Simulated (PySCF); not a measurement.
**[Tm(H2O)]3+: other functionals and bases at one geometry**

The task here is to estimate one member of a computed series from the others.

Method: several levels, as the steps say, no spin–orbit coupling; program: PySCF 2.14.0.

1 further run of the same task is left out (for a known fault of the program).

## Starting geometry

4 atoms, charge 3, spin multiplicity 1.

Bond lengths: Tm1–O2 2.132 Å, O2–H3 1.004 Å, O2–H4 1.004 Å. Angles: Tm1–O2–H3 128.9°, Tm1–O2–H4 128.9°, H3–O2–H4 102.1°.

Coordinates:

```xyz
4
H2OTm
Tm    0.0000    0.0000   -0.0508
O     0.0000    0.0000    2.0813
H     0.7813    0.0000    2.7127
H    -0.7813    0.0000    2.7127
```

Formal oxidation states: Tm +3. Each metal's 12 4f electrons lie in its core potential, so multiplicities, spins and levels count the valence alone. An earlier session relaxed this geometry at PBE0, Tm lcecp-1-SVP with ECP58, O def2-SVP, H def2-SVP (singlet, point group C2v).

At PBE0 on the finer grid: E = -113.737516 Eh, HOMO -28.54 eV, LUMO -20.80 eV, Mulliken charge on Tm1 +2.54 e, largest force component 0.001 eV/Å. 

Levels to run: BLYP; CAM-B3LYP; PBE0, TZVP. Hardware: 2 threads of Intel Xeon Platinum 8259CL at 2.50GHz (Skylake/Cascade Lake), shared host.

The first run:

File run.py (the lines that set the calculation):

```python
mol = gto.M(atom='''
Tm     0.00000     0.00000    -0.05081
O      0.00000     0.00000     2.08131
H      0.78127     0.00000     2.71266
H     -0.78127     0.00000     2.71266''',
    basis={'Tm': 'lcecp-1-SVP', 'O': 'def2-SVP', 'H': 'def2-SVP'},
    ecp={'Tm': 'lcecp-1-SVP'},
    charge=3, spin=0)
mf = dft.RKS(mol, xc='BLYP')
mf.grids.atom_grid = (75, 302)  # f atoms: unpruned, at least (60, 302)
mf = mf.density_fit()  # fitting sets: Tm AutoAux, O def2-universal-JKFIT, H def2-universal-JKFIT
mf.conv_tol = 1e-08; mf.max_cycle = 55
mf.kernel(dm0)  # dm0: the density of the relaxed state
```

Launch:

```bash
> OMP_NUM_THREADS=2 python run.py
```

Among the steps run: BLYP; CAM-B3LYP; PBE0, TZVP.

One of the session's tables, all rows but one given; the rest of the session is left out.

```
              level  HOMO (eV)  gap (eV)  charge on Tm1 (e)  dipole (D)  largest force component (eV/Å)
PBE0 (relaxed here)     -28.54      7.74               2.54        3.44                            0.00
               BLYP     -26.80      4.84               2.47        3.83                            0.48
          CAM-B3LYP          ?         ?                  ?           ?                               ?
         PBE0, TZVP     -28.51      7.73               2.63        3.51                            0.34
```

**Question.** Estimate the row for CAM-B3LYP.

**Answer.** HOMO (eV): -30.00; gap (eV): 10.10; charge on Tm1 (e): 2.53; dipole (D): 3.39; largest force component (eV/Å): 0.13. In the column «HOMO (eV)» it is the lowest.

The dipole of a charged species depends on the origin, so these sizes hold for this origin alone.

In one basis the HOMO–LUMO gap runs from 4.84 eV (BLYP) to 10.10 eV (CAM-B3LYP). The largest leftover force, 0.48 eV/Å with BLYP, stands at a geometry relaxed at another level. With 4f in the core, its levels are missing from HOMO and gap, and its count is fixed, so no charge can pass from the ligands into it. Total energies of different levels can't be compared.
